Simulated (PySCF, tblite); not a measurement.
# C₄H₆GeNSi radical: geometry, infrared bands and EPR parameters

What infrared bands and EPR parameters should C₄H₆GeNSi radical (`N#[C][GeH2][C]#C[CH][SiH3]`) show?

Computed with tblite 0.8.0 and PySCF 2.14.0, with density-fitted response routines of our own, on a single molecule in the gas phase. Atoms are numbered from 0 throughout.

### 1 The molecule as given

13 atoms, charge 0, multiplicity 2; geometry from: force field or distance geometry start.

Bonds of the start (Å): N0–C1 1.16, C1–Ge2 1.89, Ge2–C3 1.92, C3–C4 1.21, C4–C5 1.47, C5–Si6 1.84, Ge2–H7 1.53, Ge2–H8 1.55, C5–H9 1.09, Si6–H10 1.48, Si6–H11 1.48, Si6–H12 1.45.

### 2 Optimising the geometry with GFN2-xTB

What the job is given:

```
{"job": {"kind": "relax", "xc": "GFN2-xTB", "basis": "xTB"}, "charge": 0, "multiplicity": 2}
N      2.919500     3.006100    -0.399300
C      2.842600     1.865600    -0.205200
Ge     2.730600     0.001800     0.116000
C      0.905700    -0.571100     0.017300
C     -0.245900    -0.935900    -0.019500
C     -1.648600    -1.356500    -0.110600
Si    -2.835300     0.047600    -0.149200
H      3.522100    -0.787900    -0.921100
H      3.289200    -0.326200     1.521100
H     -1.889100    -2.193300     0.548600
H     -2.863100     0.718500     1.165300
H     -4.181800    -0.501300    -0.405500
H     -2.550300     1.033200    -1.175500
```

Launch:

```
OMP_NUM_THREADS=1 python probes_run.py task.json out
```

One launch serves the whole session: the jobs run in the order shown.

**Question.** This job is followed by: GFN2-xTB harmonic vibrations, gas phase; UKS B3LYP, def2-TZVP-core on Ge, pcH-1 on C H N Si, non-relativistic, mean-field spin-orbit, GIAO. What will the session give for the following? strongest single infrared mode (GFN2-xTB); zero-point energy (GFN2-xTB); g(iso) (B3LYP); ⟨S²⟩; largest a(iso) (averaged by class); potential on the surface of density 0.002 e/bohr³, 1st and 99th percentile.

The runs gave:

```
                                                                  quantity                 value
                                 strongest single infrared mode (GFN2-xTB)  788 cm⁻¹, 680 km/mol
                                              zero-point energy (GFN2-xTB)         43.7 kcal/mol
                                                            g(iso) (B3LYP)               2.00254
                                                                      ⟨S²⟩    0.769 (exact 0.75)
                                        largest a(iso) (averaged by class)   13C on C5, 58.3 MHz
potential on the surface of density 0.002 e/bohr³, 1st and 99th percentile    -1.71 V and 1.60 V
```

**Reading.** The optimisation took 47 steps and gained 0.517 eV; among the close pairs (by a distance rule), C4–C5 changed most, from 1.467 to 1.348 Å. The lowest mode is imaginary (34i cm⁻¹), so the xTB geometry is not a minimum: the zero-point energy counts the real modes alone, and all values at this geometry belong to a saddle point. GFN2-xTB is a fitted tight-binding method: band positions and strengths are rough. Its intensities can rank the bands wrongly. The largest spin populations lie on C5 (0.73 e), C3 (0.54 e). The isotropic g lies 0.2 ppt above the free-electron value. The hyperfine terms hold no scalar relativity, which the heavier nuclei need. The conformer search found further structures of the same energy, which may be mirror or relabelled copies of this one.
